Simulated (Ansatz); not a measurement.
# WHO+ (quintet): wave-function methods side by side, def2-TZVPP

An exercise on one series of results from a longer session: the logs are not shown, and one member is left open.

Method: def2-TZVPP, core rule «outside noble gas», up to 5 orbitals frozen; program: Ansatz 0.2.0, Gaussian basis.

The runs, in order: UHF; CCSD(T) on ROHF; CCSD(T) on UHF; CCSDT(Q) on ROHF; CCSDT(Q) on UHF; CASSCF and NEVPT2, 12 electrons in 11 orbitals.

5 further runs of the same task are left out: 1 for a known fault of the program, 4 set aside as unsound or not needed.

## The geometry

The geometry is a PBE0/def2-TZVP stationary point (not a proven minimum) of the parent state, kept for this charge and spin. No spin-orbit coupling is included. Elements past krypton take def2 core potentials.

3 atoms, charge 1, spin multiplicity 5.

Atoms are counted from 1 here; the program's logs count them from 0.

Bond lengths: W1–O2 1.795 Å, O2–H3 0.974 Å. Angles: W1–O2–H3 128.0°.

Set-up of the first run:

in.yaml reads:

```yaml
crystal:
  periodic: [false, false, false]
  atoms:
    - {symbol: W, position_ang: [0.000000, -0.170624, 1.409222]}
    - {symbol: O, position_ang: [0.000000, -0.279768, -0.381991]}
    - {symbol: H, position_ang: [0.000000, 0.450392, -1.027231]}
basis:
  gaussian: {orbitals: def2-TZVPP}
total_charge: 1
magnetization: {spin_polarized: true, initial_magnetization: 4}
hamiltonian: {xc: hf}
output: {orbitals: {seedname: orbitals}}
```

On the command line:

```console
> ansatz run in.yaml --threads 1 --pin off --events-out ev --progress --plain --max-ram 3968MiB --backend cpu
```

Steps of the session up to this table: UHF; CCSD(T) on ROHF; CCSD(T) on UHF; CCSDT(Q) on ROHF; CCSDT(Q) on UHF; CASSCF and NEVPT2, 12 electrons in 11 orbitals.

One of the session's tables, all rows but one given; the rest of the session is left out.

```
        method  from RCCSDT(Q) (meV)
          ROHF               +9754.1
           UHF               +9549.1
          RMP2                +577.7
          UMP2                     ?
         RCCSD                +446.2
         UCCSD                +332.7
      RCCSD(T)                 +20.7
      UCCSD(T)                 -88.4
        RCCSDT                  +9.2
        UCCSDT                -100.6
     RCCSDT(Q)                     0
     UCCSDT(Q)                -126.4
CASSCF valence               +6880.0
NEVPT2 valence               +1383.8
```

**Question.** Estimate the row for UMP2.

**Answer.** from RCCSDT(Q) (meV): +436.1. In the column «from RCCSDT(Q) (meV)» it lies between UCCSD (+332.7) and RCCSD (+446.2).

To keep in mind: Restricted and unrestricted rows rest on different reference determinants; where their highest levels disagree by more than a few hundredths of an eV, they describe different states and don't form one ladder.
